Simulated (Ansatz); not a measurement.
# BaZn2H6: what a guessed cell relaxes into

The task: take a trial cell of BaZn2H6 to zero force and stress.

Method: DFT PBE, scalar-relativistic, plane waves, PAW, in Ansatz 0.2.0.

### Step 1. The system as given

Symmetry: Fm-3m, No. 225, cubic system. The conventional cell has a = 9.299 Å, b = 9.299 Å, c = 9.299 Å, α = 90.00°, β = 90.00°, γ = 90.00°. Around Ba (site symmetry m-3m) lie 6 H at 3.17 Å. Around Zn (site symmetry -43m) lie 12 H at 3.39 Å. H (site symmetry 4mm) has 4 H at 2.09 Å as nearest neighbours.

As a file:

```cif
data_structure
_symmetry_space_group_name_H-M 'P 1'
_symmetry_Int_Tables_number 1
_cell_length_a 6.5755
_cell_length_b 6.5755
_cell_length_c 6.5755
_cell_angle_alpha 60.000
_cell_angle_beta 60.000
_cell_angle_gamma 60.000
_cell_volume 201.04
loop_
_atom_site_label
_atom_site_type_symbol
_atom_site_fract_x
_atom_site_fract_y
_atom_site_fract_z
_atom_site_occupancy
Ba1 Ba 0.50000 0.50000 0.50000 1
Zn1 Zn 0.25000 0.25000 0.25000 1
Zn2 Zn 0.75000 0.75000 0.75000 1
H1 H 0.15914 0.84086 0.84086 1
H2 H 0.84086 0.15914 0.15914 1
H3 H 0.84086 0.15914 0.84086 1
H4 H 0.15914 0.84086 0.15914 1
H5 H 0.84086 0.84086 0.15914 1
H6 H 0.15914 0.15914 0.84086 1
```

The cell is invented: random cell by space group and Wyckoff sites (Fm-3m, No. 225). Lengths come from tabulated atomic sizes and are only a guess.

### Step 2. A first look at the guess

File input.yaml:

```yaml
crystal:
  lattice:
    - [0.0, 4.64958746, 4.64958746]
    - [4.64958746, 0.0, 4.64958746]
    - [4.64958746, 4.64958746, 0.0]
  atoms:
    - { symbol: Ba, position: [0.5, 0.5, 0.5] }
    - { symbol: Zn, position: [0.25, 0.25, 0.25] }
    - { symbol: Zn, position: [0.75, 0.75, 0.75] }
    - { symbol: H, position: [0.15914157, 0.84085843, 0.84085843] }
    - { symbol: H, position: [0.84085843, 0.15914157, 0.15914157] }
    - { symbol: H, position: [0.84085843, 0.15914157, 0.84085843] }
    - { symbol: H, position: [0.15914157, 0.84085843, 0.15914157] }
    - { symbol: H, position: [0.84085843, 0.84085843, 0.15914157] }
    - { symbol: H, position: [0.15914157, 0.15914157, 0.84085843] }
basis:
  ecutwfc: 420
kpoints:
  mp_grid: { grid: [4, 4, 4] }
hamiltonian:
  xc: pbe
scf:
  occupations: { method: gaussian, width: 0.1 }
  lower_state_search: "off"
output:
  forces: true
  stress: true
  eigenvalues: true
```

Run with:

```sh
ansatz run input.yaml --threads 1 --pin off --max-ram 2048MiB --backend cpu --events-out ev --progress --plain --runs-dir out
```

Further runs follow: a loose first relaxation; final relaxation.

Before running it: what results should come out? Wanted: conventional cell; volume; energy over the elements; gap on the mesh.

**Answer**, as computed:

```
                                                              quantity                                                                      value
                                symmetry at the end (tolerance 0.05 Å)                                                space group Fm-3m (No. 225)
                                                     conventional cell  a = 7.719 Å, b = 7.719 Å, c = 7.719 Å, α = 90.00°, β = 90.00°, γ = 90.00°
                                                                volume                                                              12.77 Å³/atom
energy over the elements (uncorrected; H, N, O, F and Cl as molecules)                                                              +0.67 eV/atom
                                                       gap on the mesh                                                               none (metal)
```

**Reading.** The space group Fm-3m (No. 225) is kept, and the volume per atom shrinks by 42.8 % from the first guess. With a positive formation energy it can't be a ground state. No finished test with a distortion of lower symmetry is shown, so the end may be a saddle point.
